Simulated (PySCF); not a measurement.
**GaNH₆: core binding energies at several levels of theory**

How much do the core binding energies of GaNH₆ (`[NH3+][GaH3-]`) depend on the level of theory, and what does each level cost?

Computed with PySCF 2.14.0, with density-fitted response routines of our own, on a single molecule in the gas phase. Atoms count from 0, in the outputs and in this text.

### 1 The starting structure

8 atoms, charge 0, multiplicity 1; geometry from: GFN2-xTB. The atoms were then displaced at random by about 0.01 Å, so the start is not that level's minimum.

Bonds of the start (Å): N0–Ga1 2.09, N0–H2 1.05, N0–H3 1.03, N0–H4 1.01, Ga1–H5 1.53, Ga1–H6 1.53, Ga1–H7 1.54.

### 2 Relaxing the molecule at PBE0-D3(BJ)/def2-SVP

The job: settings as JSON, then the geometry in Å.

```
{"job": {"xc": "PBE0", "basis": "def2-SVP", "d3": "d3bj", "grid": 1, "shake": 0.01, "kind": "geom"}, "charge": 0, "multiplicity": 1}
N     -0.990910    -0.090360     0.041760
Ga     1.093590     0.067700    -0.050140
H     -1.442960     0.024930    -0.900320
H     -1.367550     0.673670     0.623570
H     -1.306850    -0.969560     0.412990
H      1.417450    -0.086140     1.438140
H      1.401900    -1.119300    -0.965670
H      1.250450     1.479930    -0.652800
```

Launch:

```bash
$ OMP_NUM_THREADS=1 python probes_run.py task.json out
```

One launch serves the whole session: the jobs run in the order shown.

Output:

```text
step   0  E = -1982.59764606  max force = 0.024648
step   1  E = -1982.59937578  max force = 0.009758
step   2  E = -1982.60100216  max force = 0.004208
step   3  E = -1982.60122934  max force = 0.002144
step   4  E = -1982.60132660  max force = 0.001316
step   5  E = -1982.60137139  max force = 0.001106
step   6  E = -1982.60138133  max force = 0.000804
step   7  E = -1982.60138527  max force = 0.000253
optimisation converged
```

It took 12 s on 1 thread of Arm Neoverse V2, shared host; peak memory 0.32 GiB.

Relaxation path:

```csv
step,energy from step 0 (eV),largest force component (eV/Å)
0,0.0000,1.2675
1,-0.0471,0.5018
2,-0.0913,0.2164
3,-0.0975,0.1102
4,-0.1002,0.0677
5,-0.1014,0.0569
6,-0.1016,0.0413
7,-0.1017,0.0130
```

Close pairs (by a distance rule), those that changed most:

```csv
bond,before (Å),after (Å),change (Å)
N0–Ga1,2.093,2.149,+0.057
Ga1–H6,1.530,1.584,+0.054
Ga1–H5,1.531,1.584,+0.053
Ga1–H7,1.543,1.584,+0.040
N0–H2,1.051,1.020,-0.032
N0–H4,1.005,1.020,+0.014
N0–H3,1.032,1.020,-0.012
```

The final coordinates are the input of the step that follows.

```csv
at the end point,value
point group (found at 0.08 Å tolerance),C3v
"rotational constants (GHz, main isotopes)","49.759, 6.859, 6.858"
dipole moment (D),5.35
```

### 3 Core holes by ΔSCF: SCAN, X2C

The job: settings as JSON, then the geometry in Å.

```
{"job": {"kind": "xps"}, "charge": 0, "multiplicity": 1}
N     -1.007601    -0.072540    -0.011132
Ga     1.136037     0.079636    -0.002937
H     -1.377557     0.001081    -0.958479
H     -1.431918     0.668779     0.545820
H     -1.316683    -0.964656     0.374161
H      1.373067    -0.074708     1.555452
H      1.460371    -1.163882    -0.928860
H      1.266011     1.526685    -0.633756
```

With the program's defaults for keys left out, this is: delta-SCF UKS SCAN, pcX-2 on the ionised atom, pcseg-1 elsewhere, spin-free X2C.

Output:

```text
ground state, core basis on atom 0 (N), 102 functions
  cycle   1  E = -1998.05171168  |g| = 3.23e-01
  cycle   2  E = -1998.04803409  |g| = 3.89e-01
  cycle   3  E = -1998.07734990  |g| = 7.66e-02
  cycle   4  E = -1998.07882997  |g| = 5.77e-03
  cycle   5  E = -1998.07883635  |g| = 2.36e-03
  cycle   6  E = -1998.07883751  |g| = 7.72e-04
  cycle   7  E = -1998.07884036  |g| = 4.91e-05
  E(ground) = -1998.33530800 Eh
hole in N 1s of atom 0
  cycle   1  E = -1982.42640845  |g| = 1.85e+00
  cycle   2  E = -1979.99048176  |g| = 2.43e+00
  cycle   3  E = -1982.92881246  |g| = 5.68e-01
  cycle   4  E = -1983.09715337  |g| = 1.37e-01
  cycle   5  E = -1983.10422979  |g| = 4.66e-02
  cycle   6  E = -1983.10549646  |g| = 1.16e-02
  cycle   7  E = -1983.10557614  |g| = 3.51e-03
  cycle   8  E = -1983.10558440  |g| = 9.12e-04
  cycle   9  E = -1983.10558329  |g| = 2.30e-04
  E(ion) = -1983.36178527 Eh   <S^2> = 0.7644   hole on atom = 1.000   binding energy = 407.450 eV
```

It took 2.6 s on 1 thread of Arm Neoverse V2, shared host; peak memory 0.33 GiB.

The holes in one table. −ε is the ground-state orbital energy:

```csv
hole,stands for,environment,ΔSCF (eV),−ε (eV),⟨S²⟩
N1s on N0,N0,donor nitrogen of a Lewis adduct,407.45,387.8,0.764
```

### 4 Core holes by ΔSCF: B3LYP, X2C

Settings changed since step 3:

```diff
@@ -1,2 +1,2 @@
-{"job": {"kind": "xps"}, "charge": 0, "multiplicity": 1}
+{"job": {"kind": "xps", "xc": "B3LYP"}, "charge": 0, "multiplicity": 1}
 N     -1.007601    -0.072540    -0.011132
```

Method: delta-SCF UKS B3LYP, pcX-2 on the ionised atom, pcseg-1 elsewhere, spin-free X2C.

Output:

```text
ground state, core basis on atom 0 (N), 102 functions
  cycle   1  E = -1998.21753639  |g| = 3.00e-01
  cycle   2  E = -1998.21866824  |g| = 3.37e-01
  cycle   3  E = -1998.24026465  |g| = 6.04e-02
  cycle   4  E = -1998.24115997  |g| = 4.25e-03
  cycle   5  E = -1998.24116230  |g| = 1.01e-03
  cycle   6  E = -1998.24116240  |g| = 2.98e-04
  E(ground) = -1998.24479064 Eh
hole in N 1s of atom 0
  cycle   1  E = -1982.59711343  |g| = 1.86e+00
  cycle   2  E = -1982.21048872  |g| = 1.91e+00
  cycle   3  E = -1983.24467957  |g| = 2.72e-01
  cycle   4  E = -1983.26817874  |g| = 3.29e-02
  cycle   5  E = -1983.26862018  |g| = 5.66e-03
  cycle   6  E = -1983.26864016  |g| = 1.77e-03
  cycle   7  E = -1983.26864298  |g| = 6.71e-04
  cycle   8  E = -1983.26864181  |g| = 1.83e-04
  E(ion) = -1983.27221909 Eh   <S^2> = 0.7585   hole on atom = 1.000   binding energy = 407.424 eV
```

It took 2.6 s on 1 thread of Arm Neoverse V2, shared host; peak memory 0.35 GiB.

The holes in one table. −ε is the ground-state orbital energy:

```csv
hole,stands for,environment,ΔSCF (eV),−ε (eV),⟨S²⟩
N1s on N0,N0,donor nitrogen of a Lewis adduct,407.42,391.6,0.758
```

### 5 X-ray photoelectron lines: PBE0, X2C

Settings changed since step 4:

```diff
@@ -1,2 +1,2 @@
-{"job": {"kind": "xps", "xc": "B3LYP"}, "charge": 0, "multiplicity": 1}
+{"job": {"kind": "xps", "xc": "PBE0"}, "charge": 0, "multiplicity": 1}
 N     -1.007601    -0.072540    -0.011132
```

Level: delta-SCF UKS PBE0, pcX-2 on the ionised atom, pcseg-1 elsewhere, spin-free X2C.

Output:

```text
ground state, core basis on atom 0 (N), 102 functions
  cycle   1  E = -1997.83143353  |g| = 2.56e-01
  cycle   2  E = -1997.83898781  |g| = 2.36e-01
  cycle   3  E = -1997.84927792  |g| = 5.59e-02
  cycle   4  E = -1997.84999232  |g| = 4.11e-03
  cycle   5  E = -1997.84999784  |g| = 4.53e-04
  E(ground) = -1997.85347331 Eh
hole in N 1s of atom 0
  cycle   1  E = -1982.22301065  |g| = 1.86e+00
  cycle   2  E = -1981.98328274  |g| = 1.78e+00
  cycle   3  E = -1982.87633432  |g| = 2.49e-01
  cycle   4  E = -1982.89598328  |g| = 2.74e-02
  cycle   5  E = -1982.89628474  |g| = 4.87e-03
  cycle   6  E = -1982.89630264  |g| = 1.79e-03
  cycle   7  E = -1982.89630376  |g| = 6.67e-04
  cycle   8  E = -1982.89630466  |g| = 1.50e-04
  E(ion) = -1982.89975814 Eh   <S^2> = 0.7603   hole on atom = 1.000   binding energy = 406.911 eV
```

Run time: 2.5 s. Hardware: 1 thread of Arm Neoverse V2, shared host; peak memory 0.35 GiB.

The holes in one table. −ε is the ground-state orbital energy:

```csv
hole,stands for,environment,ΔSCF (eV),−ε (eV),⟨S²⟩
N1s on N0,N0,donor nitrogen of a Lewis adduct,406.91,393.3,0.760
```

### 6 Core holes by ΔSCF: PBE, X2C

Settings changed since step 5:

```diff
@@ -1,2 +1,2 @@
-{"job": {"kind": "xps", "xc": "PBE0"}, "charge": 0, "multiplicity": 1}
+{"job": {"kind": "xps", "xc": "PBE"}, "charge": 0, "multiplicity": 1}
 N     -1.007601    -0.072540    -0.011132
```

Level: delta-SCF UKS PBE, pcX-2 on the ionised atom, pcseg-1 elsewhere, spin-free X2C.

Output:

```text
ground state, core basis on atom 0 (N), 102 functions
  cycle   1  E = -1997.77539837  |g| = 3.69e-01
  cycle   2  E = -1997.75005949  |g| = 5.38e-01
  cycle   3  E = -1997.80796134  |g| = 9.33e-02
  cycle   4  E = -1997.81034394  |g| = 7.69e-03
  cycle   5  E = -1997.81036349  |g| = 3.26e-03
  cycle   6  E = -1997.81036869  |g| = 3.40e-04
  E(ground) = -1997.81502387 Eh
hole in N 1s of atom 0
  cycle   1  E = -1982.19581134  |g| = 1.87e+00
  cycle   2  E = -1977.70619003  |g| = 2.86e+00
  cycle   3  E = -1982.58388770  |g| = 6.74e-01
  cycle   4  E = -1982.85489308  |g| = 1.82e-01
  cycle   5  E = -1982.86709735  |g| = 6.75e-02
  cycle   6  E = -1982.86978839  |g| = 1.77e-02
  cycle   7  E = -1982.86995822  |g| = 3.83e-03
  cycle   8  E = -1982.86996313  |g| = 5.73e-04
  cycle   9  E = -1982.86996349  |g| = 1.03e-04
  E(ion) = -1982.87457087 Eh   <S^2> = 0.7584   hole on atom = 1.000   binding energy = 406.550 eV
```

Run time: 1.7 s. Hardware: 1 thread of Arm Neoverse V2, shared host; peak memory 0.35 GiB.

Binding energies by hole, beside the orbital energy of the ground state; the difference holds orbital relaxation and, for a density functional, its self-interaction error:

```csv
hole,stands for,environment,ΔSCF (eV),−ε (eV),⟨S²⟩
N1s on N0,N0,donor nitrogen of a Lewis adduct,406.55,382.5,0.758
```

### 7 Core-electron binding energies: HF, X2C

Settings changed since step 6:

```diff
@@ -1,2 +1,2 @@
-{"job": {"kind": "xps", "xc": "PBE"}, "charge": 0, "multiplicity": 1}
+{"job": {"kind": "xps", "xc": "HF"}, "charge": 0, "multiplicity": 1}
 N     -1.007601    -0.072540    -0.011132
```

Method: delta-SCF UKS HF, pcX-2 on the ionised atom, pcseg-1 elsewhere, spin-free X2C.

Output:

```text
ground state, core basis on atom 0 (N), 102 functions
  cycle   1  E = -1996.08573644  |g| = 2.62e-01
  cycle   2  E = -1996.11215779  |g| = 7.70e-02
  cycle   3  E = -1996.11385008  |g| = 3.22e-02
  cycle   4  E = -1996.11410913  |g| = 5.95e-03
  cycle   5  E = -1996.11412232  |g| = 1.37e-03
  cycle   6  E = -1996.11412335  |g| = 3.14e-04
  E(ground) = -1996.11412335 Eh
hole in N 1s of atom 0
  cycle   1  E = -1980.47685692  |g| = 1.83e+00
  cycle   2  E = -1980.90859691  |g| = 9.55e-01
  cycle   3  E = -1981.14356791  |g| = 1.01e-01
  cycle   4  E = -1981.14702134  |g| = 2.05e-02
  cycle   5  E = -1981.14754886  |g| = 1.07e-02
  cycle   6  E = -1981.14775693  |g| = 2.98e-03
  cycle   7  E = -1981.14777307  |g| = 6.61e-04
  cycle   8  E = -1981.14777364  |g| = 1.72e-04
  E(ion) = -1981.14777364 Eh   <S^2> = 0.7759   hole on atom = 1.000   binding energy = 407.255 eV
```

Wall time 1.3 s (1 thread of Arm Neoverse V2, shared host); peak memory 0.35 GiB.

The holes in one table. −ε is the ground-state orbital energy:

```csv
hole,stands for,environment,ΔSCF (eV),−ε (eV),⟨S²⟩
N1s on N0,N0,donor nitrogen of a Lewis adduct,407.26,425.5,0.776
```

### 8 Core-electron binding energies: SCAN, X2C

Settings changed since step 7:

```diff
@@ -1,2 +1,2 @@
-{"job": {"kind": "xps", "xc": "HF"}, "charge": 0, "multiplicity": 1}
+{"job": {"kind": "xps", "basis": "pcX-1"}, "charge": 0, "multiplicity": 1}
 N     -1.007601    -0.072540    -0.011132
```

Level: delta-SCF UKS SCAN, pcX-1 on the ionised atom, pcseg-1 elsewhere, spin-free X2C.

Output:

```text
ground state, core basis on atom 0 (N), 81 functions
  cycle   1  E = -1998.02443485  |g| = 2.96e-01
  cycle   2  E = -1998.02650373  |g| = 3.31e-01
  cycle   3  E = -1998.04718341  |g| = 7.47e-02
  cycle   4  E = -1998.04855748  |g| = 4.49e-03
  cycle   5  E = -1998.04856262  |g| = 2.11e-03
  cycle   6  E = -1998.04856251  |g| = 5.86e-04
  cycle   7  E = -1998.04856327  |g| = 5.29e-05
  E(ground) = -1998.30488649 Eh
hole in N 1s of atom 0
  cycle   1  E = -1982.39958075  |g| = 1.84e+00
  cycle   2  E = -1980.17384793  |g| = 2.36e+00
  cycle   3  E = -1982.90183663  |g| = 5.66e-01
  cycle   4  E = -1983.06520716  |g| = 1.30e-01
  cycle   5  E = -1983.07184974  |g| = 4.22e-02
  cycle   6  E = -1983.07290988  |g| = 1.05e-02
  cycle   7  E = -1983.07297952  |g| = 3.03e-03
  cycle   8  E = -1983.07298601  |g| = 7.37e-04
  cycle   9  E = -1983.07298584  |g| = 2.01e-04
  E(ion) = -1983.32940755 Eh   <S^2> = 0.7640   hole on atom = 1.000   binding energy = 407.504 eV
```

Wall time 2 s (1 thread of Arm Neoverse V2, shared host); peak memory 0.35 GiB.

The holes in one table. −ε is the ground-state orbital energy:

```csv
hole,stands for,environment,ΔSCF (eV),−ε (eV),⟨S²⟩
N1s on N0,N0,donor nitrogen of a Lewis adduct,407.50,387.7,0.764
```

### 9 Core holes by ΔSCF: SCAN, X2C

Settings changed since step 8:

```diff
@@ -1,2 +1,2 @@
-{"job": {"kind": "xps", "basis": "pcX-1"}, "charge": 0, "multiplicity": 1}
+{"job": {"kind": "xps", "basis": "def2-TZVP"}, "charge": 0, "multiplicity": 1}
 N     -1.007601    -0.072540    -0.011132
```

Level: delta-SCF UKS SCAN, def2-TZVP on the ionised atom, pcseg-1 elsewhere, spin-free X2C.

Output:

```text
ground state, core basis on atom 0 (N), 88 functions
  cycle   1  E = -1998.04853221  |g| = 3.22e-01
  cycle   2  E = -1998.04449454  |g| = 3.90e-01
  cycle   3  E = -1998.07448291  |g| = 7.49e-02
  cycle   4  E = -1998.07595085  |g| = 4.31e-03
  cycle   5  E = -1998.07595731  |g| = 1.89e-03
  cycle   6  E = -1998.07595760  |g| = 5.23e-04
  cycle   7  E = -1998.07595751  |g| = 3.38e-05
  E(ground) = -1998.33285776 Eh
hole in N 1s of atom 0
  cycle   1  E = -1982.42582242  |g| = 1.79e+00
  cycle   2  E = -1980.13501358  |g| = 2.19e+00
  cycle   3  E = -1982.85552977  |g| = 6.49e-01
  cycle   4  E = -1983.07755488  |g| = 1.16e-01
  cycle   5  E = -1983.08237626  |g| = 4.96e-02
  cycle   6  E = -1983.08389055  |g| = 1.17e-02
  cycle   7  E = -1983.08397438  |g| = 3.53e-03
  cycle   8  E = -1983.08398337  |g| = 8.32e-04
  cycle   9  E = -1983.08398435  |g| = 2.08e-04
  E(ion) = -1983.34050595 Eh   <S^2> = 0.7633   hole on atom = 1.000   binding energy = 407.963 eV
```

Wall time 2.4 s (1 thread of Arm Neoverse V2, shared host); peak memory 0.35 GiB.

Binding energies by hole, beside the orbital energy of the ground state; the difference holds orbital relaxation and, for a density functional, its self-interaction error:

```csv
hole,stands for,environment,ΔSCF (eV),−ε (eV),⟨S²⟩
N1s on N0,N0,donor nitrogen of a Lewis adduct,407.96,387.7,0.763
```

### 10 Core-electron binding energies: SCAN, non-relativistic

Settings changed since step 9:

```diff
@@ -1,2 +1,2 @@
-{"job": {"kind": "xps", "basis": "def2-TZVP"}, "charge": 0, "multiplicity": 1}
+{"job": {"kind": "xps", "x2c": false}, "charge": 0, "multiplicity": 1}
 N     -1.007601    -0.072540    -0.011132
```

Level: delta-SCF UKS SCAN, pcX-2 on the ionised atom, pcseg-1 elsewhere, non-relativistic.

Output:

```text
ground state, core basis on atom 0 (N), 102 functions
  cycle   1  E = -1982.88123499  |g| = 3.41e-01
  cycle   2  E = -1982.87865763  |g| = 3.94e-01
  cycle   3  E = -1982.90843720  |g| = 8.68e-02
  cycle   4  E = -1982.91022547  |g| = 8.84e-03
  cycle   5  E = -1982.91024670  |g| = 3.71e-03
  cycle   6  E = -1982.91025396  |g| = 6.52e-04
  cycle   7  E = -1982.91025440  |g| = 4.92e-05
  E(ground) = -1983.16654376 Eh
hole in N 1s of atom 0
  cycle   1  E = -1967.26559299  |g| = 1.84e+00
  cycle   2  E = -1964.81679899  |g| = 2.43e+00
  cycle   3  E = -1967.76738967  |g| = 5.66e-01
  cycle   4  E = -1967.93527152  |g| = 1.36e-01
  cycle   5  E = -1967.94216334  |g| = 4.73e-02
  cycle   6  E = -1967.94343692  |g| = 1.14e-02
  cycle   7  E = -1967.94351963  |g| = 3.49e-03
  cycle   8  E = -1967.94352663  |g| = 9.05e-04
  cycle   9  E = -1967.94352667  |g| = 2.24e-04
  E(ion) = -1968.19962601 Eh   <S^2> = 0.7643   hole on atom = 1.000   binding energy = 407.271 eV
```

Wall time 2.6 s (1 thread of Arm Neoverse V2, shared host); peak memory 0.35 GiB.

The holes in one table. −ε is the ground-state orbital energy:

```csv
hole,stands for,environment,ΔSCF (eV),−ε (eV),⟨S²⟩
N1s on N0,N0,donor nitrogen of a Lewis adduct,407.27,387.6,0.764
```

### 11 Outcome

| quantity | value |
| --- | --- |
| point group | C3v |
| rotational constants (main isotopes) | 49.76, 6.86, 6.86 GHz |
| N1s binding energies, SCAN/pcX-2 | N0 407.45 eV |
| N1s binding energies, B3LYP/pcX-2 | N0 407.42 eV |
| N1s binding energies, PBE0/pcX-2 | N0 406.91 eV |
| N1s binding energies, PBE/pcX-2 | N0 406.55 eV |
| N1s binding energies, HF/pcX-2 | N0 407.26 eV |
| N1s binding energies, SCAN/pcX-1 | N0 407.50 eV |
| N1s binding energies, SCAN/def2-TZVP | N0 407.96 eV |
| N1s binding energies, SCAN/pcX-2, non-relativistic | N0 407.27 eV |

Single values in the summary come from the first run of each kind that ended normally (SCAN/pcX-2), which need not be the best level. The optimisation took 7 steps and gained 0.102 eV; among the close pairs (by a distance rule), N0–Ga1 changed most, from 2.093 to 2.149 Å. No frequency check was run at this level, so the end point may be a saddle.
